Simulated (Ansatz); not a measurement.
# Pd (fcc type): the cost of one run

Program: Ansatz 0.2.0. Level of theory: DFT PBEsol, with the methods named in each step. These are calculated values, not measurements.

3 further runs of the same task are left out: 2 that didn't finish, 1 set aside as unsound or not needed. Runs told in other sessions of the task aren't counted.

## (1) Starting point

Symmetry: Fm-3m, No. 225, cubic system. The conventional cell has a = 3.876 Å, b = 3.876 Å, c = 3.876 Å, α = 90.00°, β = 90.00°, γ = 90.00°. Pd (site symmetry m-3m) has 12 Pd at 2.74 Å in its first shell of neighbours.

Coordinates:

```xyz
1
Lattice="0.0000 1.9382 1.9382 1.9382 0.0000 1.9382 1.9382 1.9382 0.0000" Properties=species:S:1:pos:R:3 pbc="T T T"
Pd    0.0000    0.0000    0.0000
```

Whether this phase is the stable one at these pressures isn't tested.

## (2) The reference volume, LAPW

File input.yaml:

```yaml
crystal:
  lattice:
    - [0.0, 1.9382040014, 1.9382040014]
    - [1.9382040014, 0.0, 1.9382040014]
    - [1.9382040014, 1.9382040014, 0.0]
  atoms:
    - { symbol: Pd, position: [0.0, 0.0, 0.0] }
kpoints:
  mp_grid: { grid: [19, 19, 19] }
  band_path:
    path:
      - [0.0, 0.0, 0.0]
      - [0.5, 0.0, 0.5]
      - [0.625, 0.25, 0.625]
      - [0.375, 0.375, 0.75]
      - [0.0, 0.0, 0.0]
      - [0.5, 0.5, 0.5]
      - [0.5, 0.25, 0.75]
      - [0.5, 0.0, 0.5]
    npoints: 14
scf:
  occupations: { method: fermi_dirac, width: 0.05 }
hamiltonian:
  xc: pbesol
  pseudopotentials: { kind: all_electron, lapw: { basis_error: 0.001 } }
output:
  forces: true
  stress: true
  eigenvalues: true
  populations: true
  dos: { projected: true, de: 0.2, e_range: [-14, 8] }
```

Command:

```bash
$ ansatz run input.yaml --threads 1 --pin off --max-ram 2048MiB --backend cpu --events-out ev --progress --plain --runs-dir out
```

**Question.** How long does this run take on 1 thread of Arm Neoverse V1, shared host, and how much memory does it need?

About 25 s, with a peak of 0.39 GiB.
